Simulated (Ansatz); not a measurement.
**CH₃BOS: small, medium and large basis sets**

Aim: see how fast density functionals converge with the basis set for CH₃BOS.

The runs use Ansatz 0.2.0, Gaussian basis; one geometry, several basis sets.

Levels to be run: PBE0-D4/def2-SVP; ωB97M-V/def2-SVP; PBE0-D4/def2-QZVPP; ωB97M-V/def2-QZVPP; the functionals' def2-TZVPP values are taken from earlier runs.

## 1. Structure used throughout

An earlier PBE0-D4/def2-TZVP relaxation fixed the geometry.

SMILES `OB1CS1`, 7 atoms, charge 0, spin multiplicity 1.

Atoms are counted from 1 here; the program's logs count them from 0.

Bond lengths: O1–B2 1.340 Å, O1–H5 0.961 Å, B2–C3 1.530 Å, B2–S4 1.754 Å, C3–S4 1.883 Å, C3–H6 1.087 Å, C3–H7 1.087 Å. Angles: B2–O1–H5 113.4°, O1–B2–C3 148.4°, O1–B2–S4 142.0°, C3–B2–S4 69.6°, B2–C3–S4 60.8°, B2–C3–H6 121.6°, B2–C3–H7 121.6°, S4–C3–H6 113.5°, S4–C3–H7 113.5°, H6–C3–H7 113.4°, B2–S4–C3 49.6°.

## 2. PBE0-D4 in def2-SVP

in.yaml

```yaml
crystal:
  periodic: [false, false, false]
  atoms:
    - {symbol: O, position_ang: [-1.350878, 0.665472, -1.019497]}
    - {symbol: B, position_ang: [-0.440250, -0.112422, -0.418951]}
    - {symbol: C, position_ang: [0.728032, -0.232298, 0.561564]}
    - {symbol: S, position_ang: [0.117992, -1.772767, -0.333787]}
    - {symbol: H, position_ang: [-1.299097, 1.587528, -0.754321]}
    - {symbol: H, position_ang: [0.568433, -0.263585, 1.636092]}
    - {symbol: H, position_ang: [1.737069, 0.059972, 0.283199]}
basis:
  gaussian: {orbitals: def2-SVP}
hamiltonian: {xc: pbe0, dispersion: d4}
output: {orbitals: {seedname: orbitals}}
```

On the command line:

```sh
ansatz run in.yaml --threads 2 --pin off --events-out ev --progress --plain --max-ram 4352MiB
```

After this run come: ωB97M-V in def2-SVP; PBE0-D4 in def2-QZVPP; ωB97M-V in def2-QZVPP.

Before running them: what should the planned runs give, taken together? Wanted: PBE0-D4: double and triple zeta above quadruple; ωB97M-V: double and triple zeta above quadruple.

As calculated:

| quantity | value |
| --- | --- |
| PBE0-D4: double and triple zeta above quadruple | 8.66, 0.54 eV |
| ωB97M-V: double and triple zeta above quadruple | 8.73, 0.51 eV |

In words: For PBE0-D4 the step from double to triple zeta gains 8.12 eV and the next only 0.54 eV. Total energies overstate the basis error of differences, where much of it tends to cancel. The LUMO of ωB97M-V is positive and keeps falling with the basis (2.42 to 1.04 eV): an unbound level that the basis holds in place.
